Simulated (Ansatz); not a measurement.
# CH6AlNO2: the cost of one run

Program: Ansatz 0.2.0. Level of theory: UKS B3LYP-D4/STO-3G. These are calculated values, not measurements.

## Step 1: The system as given

Bond lengths: Al1–O2 2.179 Å, O2–C3 1.391 Å, Al1–N4 1.759 Å, Al1–O6 1.636 Å, C3–H7 1.096 Å, C3–H8 1.097 Å, C3–H9 1.095 Å, N4–H10 1.013 Å, O6–H11 0.948 Å. Angles: Al1–O2–C3 159.4°, O2–Al1–N4 78.6°, O2–Al1–O6 120.9°, N4–Al1–O6 160.5°, O2–C3–H7 111.2°, O2–C3–H8 109.6°, O2–C3–H9 110.1°, H7–C3–H8 108.8°, H7–C3–H9 108.5°, H8–C3–H9 108.6°, Al1–N4–H10 117.0°, Al1–O6–H11 169.2°.

Coordinates:

```xyz
11

Al   -1.1206   -0.0482    1.0975
O     0.3691    0.0195   -0.4914
C     1.6035   -0.0799   -1.1240
N    -1.5697    1.4329    0.2621
H    -0.5105    0.9507   -0.4089
O    -1.1476   -1.2825    2.1712
H     2.2438    0.7746   -0.8781
H     1.4590   -0.1122   -2.2107
H     2.1132   -0.9978   -0.8126
H    -2.4115    1.4066   -0.3007
H    -1.0287   -2.0637    2.6956
```

## Step 2: Run 1

150 steps of 0.5 fs at constant energy, with velocities drawn for 1000 K.

The input, input.yaml:

```yaml
crystal:
  periodic: [false, false, false]
  atoms:
    - { symbol: Al, position_ang: [-1.1206, -0.0482, 1.0975] }
    - { symbol: O, position_ang: [0.3691, 0.0195, -0.4914] }
    - { symbol: C, position_ang: [1.6035, -0.0799, -1.124] }
    - { symbol: "N", position_ang: [-1.5697, 1.4329, 0.2621] }
    - { symbol: H, position_ang: [-0.5105, 0.9507, -0.4089] }
    - { symbol: O, position_ang: [-1.1476, -1.2825, 2.1712] }
    - { symbol: H, position_ang: [2.2438, 0.7746, -0.8781] }
    - { symbol: H, position_ang: [1.459, -0.1122, -2.2107] }
    - { symbol: H, position_ang: [2.1132, -0.9978, -0.8126] }
    - { symbol: H, position_ang: [-2.4115, 1.4066, -0.3007] }
    - { symbol: H, position_ang: [-1.0287, -2.0637, 2.6956] }
magnetization:
  spin_polarized: true
basis:
  gaussian: { orbitals: STO-3G }
hamiltonian:
  xc: b3lyp
  dispersion: d4
md:
  timestep: 0.5
  n_steps: 150
  ensemble: nve
  temperature: 1000.0
  initial_velocities: maxwell_boltzmann
  seed: 572293
```

Started as:

```sh
$ ansatz run input.yaml --threads 1 --pin off --max-ram 2048MiB --backend cpu --events-out ev --progress --plain --runs-dir out
```

**Question.** How long does this run take on 1 thread of an Arm CPU, shared host, and how much memory does it need?

About 8.3 min, with a peak of 0.13 GiB.
